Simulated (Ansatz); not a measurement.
# AlAsH+ (triplet): from Hartree-Fock to the top rungs, cc-pVDZ

One table from this session's results is given with a row withheld; the runs are named, their logs left out.

Method: cc-pVDZ, core rule «outside noble gas», up to 19 orbitals frozen; program: Ansatz 0.2.0, Gaussian basis.

The runs, in order: UHF; CCSD(T) on ROHF; CCSD(T) on UHF; BCCD(T) on ROHF; CISD; CCSDT(Q) on ROHF; CCSDT(Q) on UHF.

25 further runs of the same task are left out: 4 for a known fault of the program, 1 for a mislabelled method, 11 that didn't finish, 9 set aside as unsound or not needed.

### The system

The geometry is a PBE0/def2-TZVP stationary point (not a proven minimum) of the parent state, kept for this charge and spin. No spin-orbit coupling is included. The filled d shell of As may be among the frozen orbitals whatever the setting's name suggests; the logs give the count.

3 atoms, charge 1, spin multiplicity 3.

Atoms are counted from 1 here; the program's logs count them from 0.

Bond lengths: Al1–As2 2.238 Å, Al1–H3 1.583 Å. Angles: As2–Al1–H3 180.0°.

Coordinates:

```xyz
3
AlAsH
Al    0.00000    0.00000   -0.21833
As    0.00000    0.00000    2.02007
H     0.00000    0.00000   -1.80173
```

Set-up of the first run:

Input file in.yaml:

```yaml
crystal:
  periodic: [false, false, false]
  atoms:
    - {symbol: Al, position_ang: [0.000000, 0.000000, -0.218333]}
    - {symbol: As, position_ang: [0.000000, 0.000000, 2.020067]}
    - {symbol: H, position_ang: [0.000000, 0.000000, -1.801733]}
basis:
  gaussian: {orbitals: cc-pVDZ}
total_charge: 1
magnetization: {spin_polarized: true, initial_magnetization: 2}
hamiltonian: {xc: hf}
output: {orbitals: {seedname: orbitals}}
```

Command:

```
$ ansatz run in.yaml --threads 1 --pin off --events-out ev --progress --plain --max-ram 2393MiB
```

Among the steps run: UHF; CCSD(T) on ROHF; CCSD(T) on UHF; BCCD(T) on ROHF; CISD; CCSDT(Q) on ROHF; CCSDT(Q) on UHF.

One table of the session follows, with a row left open; its other results are not shown here.

```
   method  from UCCSDT(Q) (kcal/mol)
     ROHF                     +89.06
      UHF                     +86.55
     RMP2                     +20.15
     UMP2                     +20.53
     CISD                      +7.59
    RCCSD                      +3.25
    UCCSD                      +3.04
 RCCSD(T)                      +0.90
 UCCSD(T)                      +0.75
  BCCD(T)                      +0.90
   RCCSDT                      +0.29
   UCCSDT                          ?
RCCSDT(Q)                      +0.16
UCCSDT(Q)                          0
```

Q: Estimate the row for UCCSDT from the others.

The run gave: from UCCSDT(Q) (kcal/mol): +0.14. In the column «from UCCSDT(Q) (kcal/mol)» it lies between UCCSDT(Q) (0) and RCCSDT(Q) (+0.16).

Caveats from the session: Restricted and unrestricted rows rest on different reference determinants; where their highest levels disagree by more than a few hundredths of an eV, they describe different states and don't form one ladder.
